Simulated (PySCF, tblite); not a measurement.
# C₃H₁₀Cl₂O₂Si₂: geometry, infrared bands and NMR shifts

What infrared bands and NMR shifts should C₃H₁₀Cl₂O₂Si₂ (`CO[Si@@H](CCl)[Si@@H](O)CCl`) show?

The runs use tblite 0.8.0 and PySCF 2.14.0, with density-fitted response routines of our own; the level of theory stands in each step. All values are computed, except where a source is named. Atoms count from 0, in the outputs and in this text.

### Step 1. Starting geometry

19 atoms, charge 0, multiplicity 1; geometry from: force field or distance geometry start.

Bonds of the start (Å): C0–O1 1.42, O1–Si2 1.67, Si2–C3 1.85, C3–Cl4 1.76, Si2–Si5 2.35, Si5–O6 1.67, Si5–C7 1.85, C7–Cl8 1.79, C0–H9 1.10, C0–H10 1.09, C0–H11 1.10, Si2–H12 1.49, C3–H13 1.09, C3–H14 1.10, Si5–H15 1.50, O6–H16 0.97, C7–H17 1.10, C7–H18 1.09.

### Step 2. Optimising the geometry with GFN2-xTB

The job: settings as JSON, then the geometry in Å.

```
{"job": {"kind": "relax", "xc": "GFN2-xTB", "basis": "xTB"}, "charge": 0, "multiplicity": 1}
C     -2.090600    -2.029400     0.782800
O     -1.650500    -0.839100     1.417900
Si    -0.891100     0.337000     0.510800
C     -0.869900     1.985600     1.353300
Cl    -0.427100     3.261500     0.222200
Si     1.324800    -0.286400     0.053200
O      1.372300    -1.859600    -0.499200
C      2.031300     0.941800    -1.136400
Cl     3.628300     0.354200    -1.682500
H     -2.592200    -2.655300     1.539800
H     -1.268500    -2.598900     0.359400
H     -2.839800    -1.801100     0.007200
H     -1.640400     0.431000    -0.774600
H     -1.850600     2.231900     1.759000
H     -0.157500     2.012800     2.191200
H      2.086000    -0.254400     1.345100
H      2.250300    -2.191500    -0.748700
H      1.400800     1.043600    -2.032200
H      2.174600     1.925500    -0.687000
```

Run with:

```
$ OMP_NUM_THREADS=1 python probes_run.py task.json out
```

One launch serves the whole session: the jobs run in the order shown.

**Question.** This job is followed by: GFN2-xTB harmonic vibrations, gas phase; GIAO PBE0/pcSseg-1 NMR shielding, non-relativistic, gas phase. What will the session give for the following? strongest single infrared mode (GFN2-xTB); zero-point energy (GFN2-xTB); 13C shifts against TMS (PBE0/pcSseg-1); 1H shifts against TMS (PBE0/pcSseg-1, means over atoms taken as alike); 17O shifts against H2O (PBE0/pcSseg-1); 29Si shifts against TMS (PBE0/pcSseg-1); 35Cl shifts against HCl (PBE0/pcSseg-1).

As calculated:

| quantity | value |
| --- | --- |
| strongest single infrared mode (GFN2-xTB) | 611 cm⁻¹, 346 km/mol |
| zero-point energy (GFN2-xTB) | 80.4 kcal/mol |
| 13C shifts against TMS (PBE0/pcSseg-1) | 54.0, 36.3, 29.6 ppm |
| 1H shifts against TMS (PBE0/pcSseg-1, means over atoms taken as alike) | 5.32, 5.15, 4.01, 3.16, 3.08, 2.94, 2.90, 2.17 ppm |
| 17O shifts against H2O (PBE0/pcSseg-1) | 7.7, 1.0 ppm |
| 29Si shifts against TMS (PBE0/pcSseg-1) | -14.3, -18.6 ppm |
| 35Cl shifts against HCl (PBE0/pcSseg-1) | -5, -35 ppm |

In words: The optimisation took 125 steps and gained 0.454 eV; among the close pairs (by a distance rule), Si5–C7 changed most, from 1.850 to 1.919 Å. No mode is imaginary among the 51: a minimum at this level. The strongest single mode, at 611 cm⁻¹, moves mainly H12 and H15. GFN2-xTB is a fitted tight-binding method: band positions and strengths are rough. Its intensities can rank the bands wrongly. At PBE0/pcSseg-1: Shielding is most anisotropic at Cl8 (span 272 ppm, paramagnetic term -190 ppm).
